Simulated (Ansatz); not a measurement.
**CsLiCr2Te2S3 in Ansatz: the effect of functional**

CsLiCr2Te2S3:

```xyz
9
Lattice="7.0568 0.0000 0.0000 0.0000 3.9806 0.0000 -2.6733 0.0000 8.6817" Properties=species:S:1:pos:R:3 pbc="T T T"
Cs   -0.4619    0.0000    3.2735
Li    3.9900    1.9903    6.8484
Cr   -1.6370    0.0000    8.2143
Cr    1.5865    1.9903    8.4356
Te    3.1793    0.0000    1.3257
Te    1.9223    0.0000    6.5020
S     4.3382    0.0000    5.9471
S    -0.4797    1.9903    7.3275
S     6.6521    1.9903    0.4651
```

The cell was built by a generator and needn't be a form met in nature.

Alike in all runs:

```yaml
Program: Ansatz 0.2.0
Task: band structure
Potentials_or_basis: Ansatz PAW
k_mesh: 4 × 7 × 3
Occupations: fermi-dirac, width 0.05 eV
Spin: collinear spin, ferromagnetic start
Starting_moments: "[0.0, 0.0, 3.0, 3.0, 0.0, 0.0, 0.0, 0.0, 0.0] μB"
```

One run gave: gap on the mesh 0.53 eV; pressure 2.8 GPa; largest force 0.38 eV/Å. Which functional did it use?
A. revPBE
B. PBEsol
C. r2SCAN
D. BLYP
E. RPBE

D.

```csv
functional,cutoff,gap on the mesh (eV),pressure (GPa),largest force (eV/Å)
LDA,420 eV,0.40,-4.0,0.55
RPBE,420 eV,0.50,1.8,0.16
BLYP,420 eV,0.53,2.8,0.38
revPBE,420 eV,0.49,1.4,0.12
r2SCAN,500 eV,0.64,-0.1,0.33
PBEsol,420 eV,0.43,-2.2,0.33
```

Caveats: spin-orbit coupling is left out, which moves the levels of the heavy elements; only a ferromagnetic start was run, and an antiferromagnetic order may lie lower in energy; the PAW data sets come from PBE, with cores solved anew for the run's functional, which leaves a small shift of forces and pressure; the potentials were made for another functional, which shifts forces and pressure (some runs); the magnetic or orbital state may not be the lowest (some runs).

A k mesh can miss the band edges.

Not every run made on this cell is shown here.
